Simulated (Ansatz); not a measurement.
**C2H8AlFSi: how energies converge with the basis set**

The task here is to estimate one member of a computed series from the others.

The runs use Ansatz 0.2.0, Gaussian basis; one geometry, several basis sets.

Plan: PBE0-D4/def2-SVP; ωB97M-V/def2-SVP; PBE0-D4/def2-QZVPP; ωB97M-V/def2-QZVPP; the functionals' def2-TZVPP values are taken from earlier runs.

## The relaxed structure

All runs share one geometry, relaxed beforehand with PBE0-D4 in a triple-zeta def2 set.

13 atoms, charge 0, spin multiplicity 1.

Atoms are counted from 1 here; the program's logs count them from 0.

Bond lengths: C1–Si2 1.873 Å, C1–H6 1.094 Å, C1–H7 1.092 Å, C1–H8 1.093 Å, Si2–C3 1.871 Å, Si2–H9 1.492 Å, Si2–H10 1.491 Å, C3–Al4 1.932 Å, C3–H11 1.097 Å, C3–H12 1.096 Å, Al4–F5 1.653 Å, Al4–H13 1.579 Å. Angles: Si2–C1–H6 111.7°, Si2–C1–H7 110.8°, Si2–C1–H8 110.8°, H6–C1–H7 107.7°, H6–C1–H8 107.7°, H7–C1–H8 107.9°, C1–Si2–C3 111.0°, C1–Si2–H9 109.2°, C1–Si2–H10 109.2°, C3–Si2–H9 109.1°, C3–Si2–H10 110.9°, H9–Si2–H10 107.3°, Si2–C3–Al4 114.6°, Si2–C3–H11 107.6°, Si2–C3–H12 108.6°, Al4–C3–H11 109.1°, Al4–C3–H12 108.8°, H11–C3–H12 107.9° and more.

The first run:

in.yaml reads:

```yaml
crystal:
  periodic: [false, false, false]
  atoms:
    - {symbol: C, position_ang: [-1.822874, -0.456526, 0.006345]}
    - {symbol: Si, position_ang: [-0.092258, -1.150591, -0.167639]}
    - {symbol: C, position_ang: [1.172067, 0.002156, 0.590174]}
    - {symbol: Al, position_ang: [1.284757, 1.738476, -0.250213]}
    - {symbol: F, position_ang: [2.479624, 1.996187, -1.362909]}
    - {symbol: H, position_ang: [-1.924718, 0.507763, -0.499264]}
    - {symbol: H, position_ang: [-2.559459, -1.137975, -0.425366]}
    - {symbol: H, position_ang: [-2.078314, -0.309068, 1.058851]}
    - {symbol: H, position_ang: [0.220051, -1.333859, -1.615327]}
    - {symbol: H, position_ang: [-0.036134, -2.496322, 0.471439]}
    - {symbol: H, position_ang: [0.911335, 0.132097, 1.647922]}
    - {symbol: H, position_ang: [2.155429, -0.478731, 0.542184]}
    - {symbol: H, position_ang: [0.310896, 2.951596, 0.018702]}
basis:
  gaussian: {orbitals: def2-SVP}
hamiltonian: {xc: pbe0, dispersion: d4}
output: {orbitals: {seedname: orbitals}}
```

The run is started by

```
> ansatz run in.yaml --threads 4 --pin off --events-out ev --progress --plain --max-ram 10444MiB
```

Among the steps run: PBE0-D4 in def2-SVP; ωB97M-V in def2-SVP; PBE0-D4 in def2-QZVPP; ωB97M-V in def2-QZVPP.

One table of the session follows, with a row left open; its other results are not shown here.

It belongs to the step «Density functionals: the series». 

```
functional       basis  HOMO (eV)
   PBE0-D4    def2-SVP      -8.10
   PBE0-D4  def2-TZVPP      -8.13
   PBE0-D4  def2-QZVPP      -8.13
   ωB97M-V    def2-SVP          ?
   ωB97M-V  def2-TZVPP     -10.30
   ωB97M-V  def2-QZVPP     -10.31
```

Estimate the missing values for ωB97M-V, def2-SVP.

As computed: HOMO (eV): -10.24. In the column «HOMO (eV)» it lies between ωB97M-V, def2-TZVPP (-10.30) and PBE0-D4, def2-TZVPP (-8.13).
